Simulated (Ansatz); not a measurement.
# BH3OTe (SMILES OB[TeH]): single points off equilibrium

The atoms stand at a structure displaced at random from a GFN2-xTB minimum. How far do the functionals agree with CCSD(T) there?

The runs use Ansatz 0.2.0, Gaussian basis; single points in def2-TZVPP.

Cores are frozen in the correlated methods. Filled d shells of the heavier atoms are correlated. Core potentials replace the inner electrons past krypton, and spin-orbit coupling is left out.

### Step 1. Starting geometry

SMILES `OB[TeH]`, 6 atoms, charge 0, spin multiplicity 1.

Atoms are counted from 1 here; the program's logs count them from 0.

Bond lengths: O1–B2 1.274 Å, O1–H4 0.964 Å, B2–Te3 2.224 Å, B2–H5 1.150 Å, Te3–H6 1.515 Å. Angles: B2–O1–H4 120.1°, O1–B2–Te3 127.4°, O1–B2–H5 118.6°, Te3–B2–H5 114.0°, B2–Te3–H6 97.3°.

Coordinates:

```xyz
6
BH3OTe
O    -0.85270   -0.16420   -1.32120
B     0.03670   -0.24620   -0.41310
Te    0.08790    0.83830    1.52800
H    -1.63800    0.37670   -1.18090
H     0.93900   -0.93780   -0.58660
H     1.40680    0.28280    2.02410
```

### Step 2. CCSD(T)/def2-TZVPP

The input, run/in.yaml:

```yaml
crystal:
  periodic: [false, false, false]
  atoms:
    - {symbol: O, position_ang: [-0.852700, -0.164200, -1.321200]}
    - {symbol: B, position_ang: [0.036700, -0.246200, -0.413100]}
    - {symbol: Te, position_ang: [0.087900, 0.838300, 1.528000]}
    - {symbol: H, position_ang: [-1.638000, 0.376700, -1.180900]}
    - {symbol: H, position_ang: [0.939000, -0.937800, -0.586600]}
    - {symbol: H, position_ang: [1.406800, 0.282800, 2.024100]}
basis:
  gaussian: {orbitals: def2-TZVPP}
correlation: {method: ccsd_t}
output: {forces: true}
```

No record of the launch command was kept for these runs.

### Step 3. PBE0-D4/def2-TZVPP

Changes to run/in.yaml since step 2:

```diff
@@ -11,3 +11,3 @@
   gaussian: {orbitals: def2-TZVPP}
-correlation: {method: ccsd_t}
-output: {forces: true}
+hamiltonian: {xc: pbe0, dispersion: d4}
+output: {forces: true, orbitals: {seedname: orbitals}}
```

### Step 4. wB97M-V/def2-TZVPP

Changes to run/in.yaml since step 3:

```diff
@@ -11,3 +11,3 @@
   gaussian: {orbitals: def2-TZVPP}
-hamiltonian: {xc: pbe0, dispersion: d4}
-output: {forces: true, orbitals: {seedname: orbitals}}
+hamiltonian: {xc: {name: wB97M-V}}
+output: {forces: true}
```

### Step 5. r2SCAN-D4/def2-TZVPP

Changes to run/in.yaml since step 4:

```diff
@@ -11,3 +11,3 @@
   gaussian: {orbitals: def2-TZVPP}
-hamiltonian: {xc: {name: wB97M-V}}
+hamiltonian: {xc: r2scan, dispersion: d4}
 output: {forces: true}
```

### Step 6. PBE-D4/def2-TZVPP

Changes to run/in.yaml since step 5:

```diff
@@ -11,3 +11,3 @@
   gaussian: {orbitals: def2-TZVPP}
-hamiltonian: {xc: r2scan, dispersion: d4}
+hamiltonian: {xc: pbe, dispersion: d4}
 output: {forces: true}
```

### Step 7. BHLYP-D4/def2-TZVPP

Changes to run/in.yaml since step 6:

```diff
@@ -11,3 +11,3 @@
   gaussian: {orbitals: def2-TZVPP}
-hamiltonian: {xc: pbe, dispersion: d4}
+hamiltonian: {xc: {name: BHLYP}, dispersion: d4}
 output: {forces: true}
```

### Step 8. CAM-B3LYP-D4/def2-TZVPP

Changes to run/in.yaml since step 7:

```diff
@@ -11,3 +11,3 @@
   gaussian: {orbitals: def2-TZVPP}
-hamiltonian: {xc: {name: BHLYP}, dispersion: d4}
+hamiltonian: {xc: {name: CAM-B3LYP}, dispersion: d4}
 output: {forces: true}
```

(Steps that only read results are left out.)

Before running it: what results should come out? Wanted: energy less free atoms, CCSD(T)/def2-TZVPP; RMS force component; RMS force error; HOMO and LUMO, PBE0-D4; T1 diagnostic.

**Answer**, as computed:

| quantity | value |
| --- | --- |
| energy less free atoms, CCSD(T)/def2-TZVPP | -1904.3 kJ/mol |
| RMS force component | 1.674 to 1.865 eV/Å over the methods |
| RMS force error | PBE0-D4 0.203, wB97M-V 0.139, r2SCAN-D4 0.172, PBE-D4 0.233, BHLYP-D4 0.332, CAM-B3LYP-D4 0.227 eV/Å |
| HOMO and LUMO, PBE0-D4 | -6.57 and -0.25 eV |
| T1 diagnostic | 0.012 |

In words: Against CCSD(T) the functionals' energies less atoms differ by -91.5 to +10.2 kJ/mol, PBE-D4 by -91.5 kJ/mol. A larger basis would deepen the CCSD(T) value, while the functionals are nearly converged already, so the order here is not reliable. The forces of wB97M-V come nearest to CCSD(T), those of BHLYP-D4 are farthest. Frozen-core CCSD(T) forces in triple zeta carry basis errors of their own, and this is one geometry, so small gaps rank nothing.
